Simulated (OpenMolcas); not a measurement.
**W⁺: CASSCF and CASPT2 terms and fine-structure levels**

Wanted: the level scheme of W⁺ from active-space wave functions, then second-order correlation under several settings.

Program: OpenMolcas 26.06. Level of theory: state-averaged CASSCF and CASPT2, spin-orbit coupling by RASSI with atomic mean-field integrals. These are calculated values, not measurements, unless marked.

## 1. Starting point

* Species: W⁺ (tungsten, Z = 74, 73 electrons)
* Basis: ANO-RCC-VDZP [7s6p4d2f1g], 68 functions
* Scalar Hamiltonian: DKH2, point nucleus
* Inactive shells: 1s 2s 2p 3s 3p 3d 4s 4p 4d 4f 5s 5p
* Active space: 5 electrons in 6 orbitals (5d 6s)
* Some configurations of this space: 5d³ 6s², 5d⁴ 6s, 5d⁵
* Orbitals: optimised for the ground-state spin in each parity, averaged over the low roots

Outer shells as boxes (Hund's rule):

5d3 6s2
```
5d [↑ ][↑ ][↑ ][  ][  ]
6s [↑↓]
```

5d4 6s
```
5d [↑ ][↑ ][↑ ][↑ ][  ]
6s [↑ ]
```

5d5
```
5d [↑ ][↑ ][↑ ][↑ ][↑ ]
```

The work runs as a chain of OpenMolcas steps in one folder; each step below is one input file. Labels, J, g values, rates, χT and fits are worked out afterwards by a script from the matrices that RASSI stores.

## 2. GATEWAY and SEWARD: basis and integrals

File a.inp:

```
&GATEWAY
Coord
1

W 0.0 0.0 0.0
Basis=ANO-RCC-VDZP
Group=XYZ
NoMove
AngMom=0.0 0.0 0.0
AMFI
&SEWARD
```

Command:

```
$ OMP_NUM_THREADS=1 MOLCAS_MEM=1689 MOLCAS_PROJECT=a pymolcas a.inp > a.log
```

## 3. Reference wave functions, sextets of even parity, 6 roots

File a.inp:

```
&RASSCF
FileOrb=start.orb
Symmetry=1
Spin=6
nActEl=5 0 0
Inactive=15 19
Ras2=6 0
CIRoot=6 6 1
SDav=6
CIMx=300
Iter=120 100
PrWF=0.3
OrbListing=Nothing
MaxOrb=0
Atom
>>> COPY $Project.JobIph JOB001
```

start.orb holds the contracted functions of the basis, ordered by shell, or the orbitals of the step before.

## 4. Reference wave functions, quartets of even parity, 84 roots

File a.inp:

```
&RASSCF
FileOrb=start.orb
Symmetry=1
Spin=4
nActEl=5 0 0
Inactive=15 19
Ras2=6 0
CIRoot=84 84 1
SDav=84
CIMx=300
Iter=120 100
PrWF=0.3
OrbListing=Nothing
MaxOrb=0
Atom
CIOnly
>>> COPY $Project.JobIph JOB002
```

## 5. CASSCF: doublets of even parity, 210 roots

File a.inp:

```
&RASSCF
FileOrb=start.orb
Symmetry=1
Spin=2
nActEl=5 0 0
Inactive=15 19
Ras2=6 0
CIRoot=210 210 1
SDav=210
CIMx=300
Iter=120 100
PrWF=0.3
OrbListing=Nothing
MaxOrb=0
Atom
CIOnly
>>> COPY $Project.JobIph JOB003
```

## 6. RASSI: spin-orbit coupling between the states

File a.inp:

```
&RASSI
NrOfJobIphs=3 6 81 113
1 2 3 4 5 6
1 2 3 4 5 6 7 8 9 10 11 12 13 14 15 16 17 18 19 20 21 22 23 24 25 26 27
28 29 30 31 32 33 34 35 36 37 38 39 40 41 42 43 44 45 46 47 48 49 50 51
52 53 54 55 56 57 58 59 60 61 62 63 64 65 66 67 68 69 70 71 72 73 74 75
76 77 78 79 80 81
1 2 3 4 5 6 7 8 9 10 11 12 13 14 15 16 17 18 19 20 21 22 23 24 25 26 27
28 29 30 31 32 33 34 35 36 37 38 39 40 41 42 43 44 45 46 47 48 49 50 51
52 53 54 55 56 57 58 59 60 61 62 63 64 65 66 67 68 69 70 71 72 73 74 75
76 77 78 79 80 81 82 83 84 85 86 87 88 89 90 91 92 93 94 95 96 97 98 99
100 101 102 103 104 105 106 107 108 109 110 111 112 113
IphNames
JOB001
JOB002
JOB003
EJob
SpinOrbit
DIPRint=1.0
SOCoupling=1000.0
Subsets=2
Property=9
'ANGMOM' 1 'ANGMOM' 2 'ANGMOM' 3 'MLTPL  1' 1 'MLTPL  1' 2 'MLTPL  1' 3
'AMFI' 1 'AMFI' 2 'AMFI' 3
SOProperty=3
'ANGMOM' 1 'ANGMOM' 2 'ANGMOM' 3
```

## 7. CASPT2: IPEA 0.25, imaginary shift 0.1 (closed shells correlated: 5s 5p)

File a.inp:

```
>>> COPY JOB001 $Project.JobIph
&CASPT2
Multistate=6 1 2 3 4 5 6
Frozen=14 16
IPEA=0.25
Imaginary=0.1
MaxIter=60
WThr=0.0 0.3 0.05
PrWF=0.5
NoMix
>>> COPY JOB002 $Project.JobIph
&CASPT2
Multistate=81 1 2 3 4 5 6 7 8 9 10 11 12 13 14 15 16 17 18 19 20 21 22
23 24 25 26 27 28 29 30 31 32 33 34 35 36 37 38 39 40 41 42 43 44 45 46
47 48 49 50 51 52 53 54 55 56 57 58 59 60 61 62 63 64 65 66 67 68 69 70
71 72 73 74 75 76 77 78 79 80 81
NoMult
Frozen=14 16
IPEA=0.25
Imaginary=0.1
MaxIter=60
WThr=0.0 0.3 0.05
PrWF=0.5
NoMix
>>> COPY JOB003 $Project.JobIph
&CASPT2
Multistate=113 1 2 3 4 5 6 7 8 9 10 11 12 13 14 15 16 17 18 19 20 21 22
23 24 25 26 27 28 29 30 31 32 33 34 35 36 37 38 39 40 41 42 43 44 45 46
47 48 49 50 51 52 53 54 55 56 57 58 59 60 61 62 63 64 65 66 67 68 69 70
71 72 73 74 75 76 77 78 79 80 81 82 83 84 85 86 87 88 89 90 91 92 93 94
95 96 97 98 99 100 101 102 103 104 105 106 107 108 109 110 111 112 113
NoMult
Frozen=14 16
IPEA=0.25
Imaginary=0.1
MaxIter=60
WThr=0.0 0.3 0.05
PrWF=0.5
NoMix
```

## 8. CASPT2: IPEA 0, imaginary shift 0.1 (closed shells correlated: 4f 5s 5p)

Edit a.inp of step 7 so:

```diff
@@ -3,4 +3,4 @@
 Multistate=6 1 2 3 4 5 6
-Frozen=14 16
-IPEA=0.25
+Frozen=14 9
+IPEA=0.0
 Imaginary=0.1
@@ -17,4 +17,4 @@
 NoMult
-Frozen=14 16
-IPEA=0.25
+Frozen=14 9
+IPEA=0.0
 Imaginary=0.1
@@ -32,4 +32,4 @@
 NoMult
-Frozen=14 16
-IPEA=0.25
+Frozen=14 9
+IPEA=0.0
 Imaginary=0.1
```

(Steps that only read results are left out.)

**Question.** What will these runs give? Wanted: lowest level; first excited level; lowest level of another term; spin-orbit lowering of the lowest level; strongest of the lines computed, by gA.

As calculated:

```
                                                                                   quantity                                                                        value
                                                                                     method  SS-CASPT2, IPEA 0.25, imaginary shift 0.1 (closed shells correlated: 5s 5p)
                                                                               lowest level                                  5d⁴ 6s ⁶D_1/2, 81 % of that term, g = 3.194
                                                                ground level listed by NIST                                                                        6D1/2
                                                                        first excited level                                                   5d⁴ 6s ⁶D_3/2 at 1654 cm⁻¹
                                                               lowest level of another term                                                      5d⁵ ⁶S_5/2 at 7950 cm⁻¹
                                                    spin-orbit lowering of the lowest level                                                                    5798 cm⁻¹
strongest of the lines computed, by gA (one parity, so forbidden lines), at CASSCF energies                  5d⁴ 6s ²I_13/2 → 5d⁴ 6s ⁴H_13/2, 931.2 nm, A = 2.51e+00 s⁻¹
```

What each method costs and misses:

```csv
method,time of its own steps,time with the reference,mean absolute difference from the measured levels (cm-1)
A. CASSCF,67 s,67 s,190
"B. SS-CASPT2, IPEA 0.25, imaginary shift 0.1, +5s 5p",29 s,96 s,330
"C. SS-CASPT2, IPEA 0, imaginary shift 0.1, +4f 5s 5p",39 s,1.8 min,390
```

Times are of one thread on a shared host.

The multiplet ⁶D is regular; its intervals divided by the larger J differ by 121 % of their mean, where Landé's rule for pure LS coupling makes them equal. Second-order correlation (method B) scales the levels of the lowest configuration above 5000 cm⁻¹ by 0.81 to 1.01. Method A lies closest to the measured levels (190 cm⁻¹ on average) and C farthest (390). Only the configurations of the active space and the roots asked for are present. The quartets, doublets rest on orbitals optimised for another spin in at least one step, which raises them against the optimised states. Not all states of the active space went into the spin-orbit step. CASPT2 does not keep the components of a term degenerate, and the means are used. Configurations with different d counts are hard to place against each other, and can be off by thousands to tens of thousands of cm-1. Levels of other configurations are missing from the list.
